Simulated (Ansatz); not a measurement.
# Li+ with SiH3F: structure and interaction energy

Aim: relax the pair, then compute its interaction energy with counterpoise at many levels, up to CCSD(T).

The runs use Ansatz 0.2.0, Gaussian basis; PBE0-D4 structure, single points in def2-TZVPPD.

Levels: PBE-D4, revPBE-D4, BLYP-D4, r2SCAN-D4, B97M-V, PBE0-D4, B3LYP-D4, HSE06-D4, wB97X-V, wB97M-V, B2PLYP, Hartree-Fock, MP2, CCSD, CCSD(T). The reference is CCSD(T) extrapolated to the basis limit.

Cores are frozen in the correlated methods. The outer core shell of Li, Na, Mg and K is correlated. B3LYP uses VWN-RPA correlation. B2PLYP carries no dispersion term here.

27 further runs of the same task are left out: 2 that didn't finish, 25 set aside as unsound or not needed.

## Step 1: Where the work starts

The pair, from a GFN2-xTB docking trial: 6 atoms, charge 1, spin multiplicity 1.

Atoms are counted from 1 here; the program's logs count them from 0.

Bond lengths: Li1–F3 1.699 Å, Si2–F3 1.790 Å, Si2–H4 1.454 Å, Si2–H5 1.452 Å, Si2–H6 1.453 Å. Angles: F3–Si2–H4 97.6°, F3–Si2–H5 98.6°, F3–Si2–H6 97.8°, H4–Si2–H5 118.0°, H4–Si2–H6 118.3°, H5–Si2–H6 118.0°, Li1–F3–Si2 178.7°.

Coordinates:

```xyz
6
FH3LiSi
Li    0.1326   -0.0836   -2.7050
Si   -0.0393    0.0223    0.7776
F     0.0601   -0.0153   -1.0094
H    -1.4050   -0.4615    0.9039
H     0.2039    1.4396    0.9782
H     1.0477   -0.9014    1.0547
```

Atoms 1 to 1 are fragment A (Li+), the rest fragment B (SiH3F).

## Step 2: A first relaxation in a small basis

Contents of pre/in.yaml:

```yaml
crystal:
  periodic: [false, false, false]
  atoms:
    - {symbol: Li, position_ang: [0.132600, -0.083600, -2.705000]}
    - {symbol: Si, position_ang: [-0.039300, 0.022300, 0.777600]}
    - {symbol: F, position_ang: [0.060100, -0.015300, -1.009400]}
    - {symbol: H, position_ang: [-1.405000, -0.461500, 0.903900]}
    - {symbol: H, position_ang: [0.203900, 1.439600, 0.978200]}
    - {symbol: H, position_ang: [1.047700, -0.901400, 1.054700]}
basis:
  gaussian: {orbitals: def2-SVP}
total_charge: 1
hamiltonian: {xc: pbe, dispersion: d4}
relax: {f_tol: 0.03, max_steps: 250}
```

The command line of these runs was not kept.

The runs that follow: Relaxation at PBE0-D4; CCSD(T)/def2-TZVPPD; MP2/def2-QZVPPD; Vibrations of the pair.

Before running it: what results should come out? Wanted: interaction energy, CCSD(T)/CBS; of it Hartree-Fock; D4 term of PBE0-D4; shortest contact; lowest wavenumber.

As calculated:

| quantity | value |
| --- | --- |
| interaction energy, CCSD(T)/CBS | -31.68 kcal/mol |
| of it Hartree-Fock (basis limit) | -33.94 kcal/mol |
| D4 term of PBE0-D4 | -0.29 kcal/mol |
| shortest contact | Li1–F3 1.75 Å |
| lowest wavenumber | 104 cm⁻¹ |

In words: The pair is bound by 31.68 kcal/mol at fixed fragment shapes. Hartree-Fock gives 107 % of it, so electrostatics, induction and charge transfer lead. The functionals run from BLYP-D4, off by -0.02 kcal/mol, to revPBE-D4, off by +1.88 kcal/mol, against CCSD(T)/CBS. By rung, the mean size of the error is: GGA 0.90, meta-GGA 1.68, hybrid 0.78, screened hybrid 0.34, range-separated hybrid 0.25, double hybrid 0.40 kcal/mol. PBE-D4 gives an interaction energy 0.80 kcal/mol too high, an error of 3 % of the reference. CCSD(T) moves by -0.98 kcal/mol from triple zeta to the limit; gaps between functionals far smaller than that don't rank them. A lower arrangement may exist.
